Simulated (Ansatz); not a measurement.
# MgAl2Ge2: the cost of one run

Program: the Python package of Ansatz 0.2.0. Level of theory: DFT PBEsol, plane waves, PAW. These are calculated values, not measurements.

## (1) Starting point

MgAl2Ge2 P-3m1: It takes space group P-3m1 (No. 164, trigonal). The conventional cell has a = 4.094 Å, b = 4.094 Å, c = 6.754 Å, α = 90.00°, β = 90.00°, γ = 120.00°. Mg (site symmetry -3m) is surrounded by 6 Ge at 2.88 Å. Al (site symmetry 3m) has 4 Ge at 2.51 to 2.63 Å as nearest neighbours. Ge (site symmetry 3m) has 4 Al at 2.51 to 2.63 Å and 3 Mg at 2.88 Å as nearest neighbours.

Mg P6_3/mmc: Symmetry: P6_3/mmc, No. 194, hexagonal system. The conventional cell has a = 3.209 Å, b = 3.209 Å, c = 5.210 Å, α = 90.00°, β = 90.00°, γ = 120.00°. Mg (site symmetry -6m2) has 12 Mg at 3.20 to 3.21 Å as nearest neighbours.

Al Fm-3m: Symmetry: Fm-3m, No. 225, cubic system. Conventional cell: a = 4.050 Å, b = 4.050 Å, c = 4.050 Å, α = 90.00°, β = 90.00°, γ = 90.00°. Al (site symmetry m-3m) has 12 Al at 2.86 Å as nearest neighbours.

Ge Fd-3m: It takes space group Fd-3m (No. 227, cubic). Conventional cell: a = 5.658 Å, b = 5.658 Å, c = 5.658 Å, α = 90.00°, β = 90.00°, γ = 90.00°. Ge (site symmetry -43m) is surrounded by 4 Ge at 2.45 Å.

No structure file is read: the coordinates are typed or built in the script.

## (2) Script

formation_mgal2ge2.py reads:

```python
# -*- coding: utf-8 -*-
'''Formation energy of MgAl2Ge2 from the elements, after relaxing cells and atoms.'''

from collections import Counter
import warnings

import ansatz as az
import numpy as np


def solve(name, crystal):
    calc = (
        crystal.calculation()
        .functional('PBEsol')
        .basis(31 * az.Ry, xc_grid=1)
        .accuracy('medium')
        .mixing('broyden', ndim=6, beta=0.4)
        .scf(tolerance=1e-05, extra_bands=6, self_checks='high')
        .kpoints(spacing=0.39)
        .occupations('cold', width=0.02)
        .stress()
    )
    calc = calc.relax(force_tolerance=0.02, max_steps=60, cell=True)
    return calc.run(threads=1)


def counts(outcome):
    return Counter(site.symbol for site in outcome.lattice.sites)

def formation_energy(outcome, mu):
    n = counts(outcome)
    return (outcome.report['energy_sigma0_ev'] - sum(k * mu[element] for element, k in n.items())) / sum(n.values())


def volume_per_atom(outcome):
    return abs(np.linalg.det(outcome.lattice.cell_ang)) / len(outcome.lattice.sites)


def main():
    warnings.simplefilter('ignore')

    phases = {}
    mgal2ge2 = (
        az.Lattice.of((4.0935563, 0.0, 0.0), (-2.04677815, 3.54512375, 0.0), (0.0, 0.0, 6.7541186))
        .atom('Mg', (0.0, 0.0, 0.0))
        .atom('Al', (2 / 3, 1 / 3, 0.36758776))
        .atom('Al', (1 / 3, 2 / 3, 0.63241224))
        .atom('Ge', (2 / 3, 1 / 3, 0.75695078))
        .atom('Ge', (1 / 3, 2 / 3, 0.24304922))
    )
    phases['MgAl2Ge2'] = mgal2ge2
    mg = (
        az.Lattice.from_parameters(3.2093, 3.2093, 5.2103, alpha=90, beta=90, gamma=120)
        .space_group(194)
        .atom('Mg', (1 / 3, 2 / 3, 0.25))
    )
    phases['Mg'] = mg
    al = (
        az.Lattice.fcc(4.04961)
        .space_group(225)
        .atom('Al', (0.0, 0.0, 0.0))
        .primitive()
    )
    phases['Al'] = al
    ge = (
        az.Lattice.fcc(5.65782)
        .space_group(227, origin_choice=1)
        .atom('Ge', (0.0, 0.0, 0.5))
        .primitive()
    )
    phases['Ge'] = ge

    done = {}
    for name, crystal in phases.items():
        done[name] = solve(name, crystal)
        print(f'{name}: {done[name].report["energy_sigma0_ev"]:.4f} eV, {len(done[name].lattice.sites)} atoms')

    # chemical potentials of the elements at zero temperature
    references = {'Mg': 'Mg', 'Al': 'Al', 'Ge': 'Ge'}
    mu = {element: done[name].report['energy_sigma0_ev'] / len(done[name].lattice.sites) for element, name in references.items()}

    target = done['MgAl2Ge2']
    heat = formation_energy(target, mu)
    n = counts(target)
    print('cell content:', dict(n), ' volume', round(volume_per_atom(target), 3), 'A^3/atom')
    print('formation energy', round(heat, 4), 'eV/atom,', round(heat * sum(n.values()), 4), 'eV per cell')
    print('bound against the elements' if heat < 0 else 'unbound against the elements')


if __name__ == '__main__':
    main()
```

## (3) What the engine is handed

The engine receives this input (first run):

```yaml
crystal:
  lattice:
    - [4.0935563, 0.0, 0.0]
    - [-2.04677815, 3.54512375, 0.0]
    - [0.0, 0.0, 6.7541186]
  atoms:
    - { symbol: Mg, position: [0.0, 0.0, 0.0] }
    - { symbol: Al, position: [0.6666666666666666, 0.3333333333333333, 0.36758776] }
    - { symbol: Al, position: [0.3333333333333333, 0.6666666666666666, 0.63241224] }
    - { symbol: Ge, position: [0.6666666666666666, 0.3333333333333333, 0.75695078] }
    - { symbol: Ge, position: [0.3333333333333333, 0.6666666666666666, 0.24304922] }
accuracy: medium
basis:
  ecutwfc: 421.77648681281397
  xc_grid: 1
kpoints:
  mp_grid:
    kspacing: 0.39
hamiltonian:
  xc: pbesol
scf:
  n_extra_bands: 6
  self_checks: high
  convergence:
    dr2_threshold: 1.0e-05
  mixing:
    algorithm: broyden
    beta: 0.4
    ndim: 6
  occupations:
    method: cold
    width: 0.02
relax:
  f_tol: 0.02
  max_steps: 60
  cell: {}
output:
  stress: true
```

## (4) Running it

The run is started by

```sh
$ python formation_mgal2ge2.py
```

What time and memory should one allow on 1 thread of Arm Neoverse V1, shared host?

About 15 s, with a peak of 0.43 GiB.
